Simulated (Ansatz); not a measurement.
## BW: single point with PBEsol

Crystal: BW.

```xyz
8
Lattice="-1.5575 1.5575 8.4650 1.5575 -1.5575 8.4650 1.5575 1.5575 -8.4650" Properties=species:S:1:pos:R:3 pbc="T T T"
W     0.0000    0.0000   13.5948
W     0.0000    1.5575    0.8973
W     0.0000    1.5575    7.5677
W     0.0000    0.0000    3.3352
B     0.0000    0.0000   10.9706
B     1.5575    0.0000    6.7381
B     1.5575    0.0000    1.7269
B     0.0000    0.0000    5.9594
```

- Program: Ansatz 0.2.0
- Task: single point
- Functional: PBEsol
- Potentials or basis: Ansatz PAW
- Cutoff: 420 eV (not typed: the program's choice for these potentials)
- k mesh: 12 × 12 × 12
- Occupations: fermi-dirac, width 0.05 eV
- Spin: no spin polarisation

The pressure is 3.2 GPa. The largest force is 2.053 eV/Å and the band gap on the k mesh is none (metal or under the smearing width).

Forces in eV/Å, atoms in the order of the input:
```
W    0.000  0.000 -0.545
W    0.000  0.000 -0.545
W    0.000  0.000  0.545
W    0.000  0.000  0.545
B    0.000  0.000  2.053
B    0.000  0.000  2.053
B    0.000  0.000 -2.053
B    0.000  0.000 -2.053
```

Stress tensor (GPa, compression positive):
```
1.59 0.00 0.00
0.00 1.59 0.00
0.00 0.00 6.49
```

Levels at points of the mesh, in eV from the Fermi level:
| k point | band 32 | band 33 | band 34 | band 35 | band 36 | band 37 |
| --- | --- | --- | --- | --- | --- | --- |
| (0.00, 0.00, 0.00) | -1.09 | -0.56 | 0.16 | 0.27 | 0.35 | 0.35 |
| (0.00, 0.00, -0.50) | -2.77 | 2.41 | 2.41 | 2.45 | 2.45 | 2.61 |
| (0.00, -0.50, 0.00) | -2.53 | -1.81 | -1.24 | -0.55 | 1.02 | 1.27 |
| (-0.50, -0.50, -0.50) | -0.85 | -0.29 | -0.29 | -0.02 | -0.02 | 0.96 |

It took 6.5 s on 4 threads of Intel(R) Xeon(R) Platinum 8375C CPU @ 2.90GHz (Ice Lake), on a shared host, peak memory 0.74 GiB.

Caveat: the PAW data sets come from PBE, with cores solved anew for the run's functional, which leaves a small shift of forces and pressure; forces of over 1 eV/Å show positions far from the minimum, so gaps and moduli don't describe the material at rest. Spin-orbit coupling is left out, which matters for the levels of W.
